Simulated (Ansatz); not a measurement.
# BBrH₄Si (SMILES B[SiH2]Br): one structure at several levels

The task here is to estimate one member of a computed series from the others.

Computed with Ansatz 0.2.0, Gaussian basis. Level: single points in def2-TZVPP.

Cores are frozen in the correlated methods. Filled d shells of the heavier atoms are correlated.

### The starting structure

SMILES `B[SiH2]Br`, 7 atoms, charge 0, spin multiplicity 1.

Atoms are counted from 1 here; the program's logs count them from 0.

Bond lengths: B1–Si2 1.834 Å, B1–H4 1.075 Å, B1–H5 1.181 Å, Si2–Br3 2.281 Å, Si2–H6 1.352 Å, Si2–H7 1.482 Å. Angles: Si2–B1–H4 141.7°, Si2–B1–H5 125.0°, H4–B1–H5 93.3°, B1–Si2–Br3 109.6°, B1–Si2–H6 117.5°, B1–Si2–H7 120.6°, Br3–Si2–H6 106.2°, Br3–Si2–H7 102.3°, H6–Si2–H7 98.7°.

Coordinates:

```xyz
7
BBrH4Si
B    -0.91080    0.09080   -0.67690
Si    0.60970    0.12260    0.34800
Br    1.03520   -1.96990    1.14870
H    -1.65690   -0.58290   -1.05810
H    -1.39290    1.03170   -1.20230
H     0.62280    0.94660    1.41960
H     1.91290    0.50530   -0.24530
```

The first run:

Contents of run/in.yaml:

```yaml
crystal:
  periodic: [false, false, false]
  atoms:
    - {symbol: B, position_ang: [-0.910800, 0.090800, -0.676900]}
    - {symbol: Si, position_ang: [0.609700, 0.122600, 0.348000]}
    - {symbol: Br, position_ang: [1.035200, -1.969900, 1.148700]}
    - {symbol: H, position_ang: [-1.656900, -0.582900, -1.058100]}
    - {symbol: H, position_ang: [-1.392900, 1.031700, -1.202300]}
    - {symbol: H, position_ang: [0.622800, 0.946600, 1.419600]}
    - {symbol: H, position_ang: [1.912900, 0.505300, -0.245300]}
basis:
  gaussian: {orbitals: def2-TZVPP}
correlation: {method: ccsd_t}
output: {forces: true}
```

No record of the launch command was kept for these runs.

Among the steps run: CCSD(T)/def2-TZVPP; PBE0-D4/def2-TZVPP; wB97M-V/def2-TZVPP; r2SCAN-D4/def2-TZVPP; PBE-D4/def2-TZVPP; CAM-B3LYP-D4/def2-TZVPP; revPBE-D4/def2-TZVPP.

One table of the session follows, with a row left open; its other results are not shown here.

| method | RMS force component (eV/Å) | angle to CCSD(T) forces (°) | dipole (D) |
| --- | --- | --- | --- |
| CCSD(T) | 1.685 | reference | 2.24 |
| PBE0-D4 | 1.640 | 4.6 | 2.28 |
| wB97M-V | 1.609 | 1.9 | 2.34 |
| r2SCAN-D4 | 1.615 | 5.3 | 2.26 |
| PBE-D4 | 1.616 | 9.5 | 2.13 |
| CAM-B3LYP-D4 | 1.616 | 2.2 | 2.38 |
| revPBE-D4 | ? | ? | ? |

Estimate the missing values for revPBE-D4.

The run gave: RMS force component (eV/Å): 1.631; angle to CCSD(T) forces (°): 8.8; dipole (D): 2.11. In the column «RMS force component (eV/Å)» it lies between CAM-B3LYP-D4 (1.616) and PBE0-D4 (1.640).
